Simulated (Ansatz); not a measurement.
What does this script print? It uses the Python package of Ansatz (0.2.0).

`run_methods.py`:
```python
"""CH3FOSSi at several levels of theory."""

from pathlib import Path

import ansatz as az
import numpy as np


def main() -> None:
    geometry_ang = [
        ("F", (0.9831, -1.0375, 1.3091)),
        ("C", (0.2111, -0.0721, 0.5519)),
        ("S", (0.1114, 1.5293, 1.176)),
        ("O", (-0.9016, -0.537, -0.0606)),
        ("Si", (0.1239, -0.3206, -1.2905)),
        ("H", (-0.5416, 1.241, 2.2998)),
        ("H", (0.4668, -1.6346, -1.8695)),
        ("H", (-0.361, 0.7745, -2.1721)),
    ]
    mol = az.Crystal.molecule()
    for symbol, xyz in geometry_ang:
        mol = mol.atom(symbol, xyz)

    model = mol.calculation().basis(gaussian="def2-SVP")

    print("functional    E (Ha)        dipole (D)   HOMO (eV)  LUMO (eV)")
    for name in ["lda", "r2scan0", "cam_b3lyp", "pbe", "r2scan", "b3lyp"]:
        data = model.functional(name).forces().orbitals().run(threads=1, runs_dir="runs").report
        lines = Path(data["orbitals_path"]).read_text().splitlines()
        field_of = lambda key: [line.split("=")[1].strip() for line in lines if line.startswith(key)]
        orbitals = [(27.211386 * float(e), s, float(n)) for e, s, n in zip(field_of("Ene="), field_of("Spin="), field_of("Occup="))]
        homo = max(e for e, _, n in orbitals if n > 0.5)
        lumo = min(e for e, _, n in orbitals if n < 0.5)
        dipole = 4.803205 * np.linalg.norm(data["charge_distribution"]["dipole_moment_e_ang"])
        print(f"{name:10s} {data['free_energy_ev'] / 27.211386246:14.6f} {dipole:9.3f} {homo:11.3f} {lumo:10.3f}")


if __name__ == "__main__":
    main()
```

```console
$ python run_methods.py
functional    E (Ha)        dipole (D)   HOMO (eV)  LUMO (eV)
lda           -898.171887     1.558      -6.152     -2.089
r2scan0       -902.027839     1.964      -7.572     -1.082
cam_b3lyp     -902.164975     1.972      -8.635     -0.035
pbe           -901.685240     1.546      -6.035     -1.926
r2scan        -902.070527     1.708      -6.371     -1.813
b3lyp         -902.254112     1.852      -7.068     -1.333
```

Reading the output:
- Total energies depend on the basis set; only differences at equal settings carry meaning.
- The geometry is a force-field or estimated start, not a minimum of this method, and the basis set is short of its limit. A lower total doesn't mark the better method: functionals have no common bound, and MP2 and coupled cluster aren't variational.
- b3lyp holds the VWN-RPA fit, as in Gaussian; the form of ORCA and Turbomole is b3lyp5.
- Levels such as HOMO and LUMO are orbital energies: with these approximate functionals they aren't the ionisation energy and electron affinity, and their gap isn't the fundamental gap.
- Timing: 28 s on 1 thread of Arm Neoverse V1 (shared host), peak memory 0.29 GiB.

(Lines on the test bed's own set-up are left out of the output.)
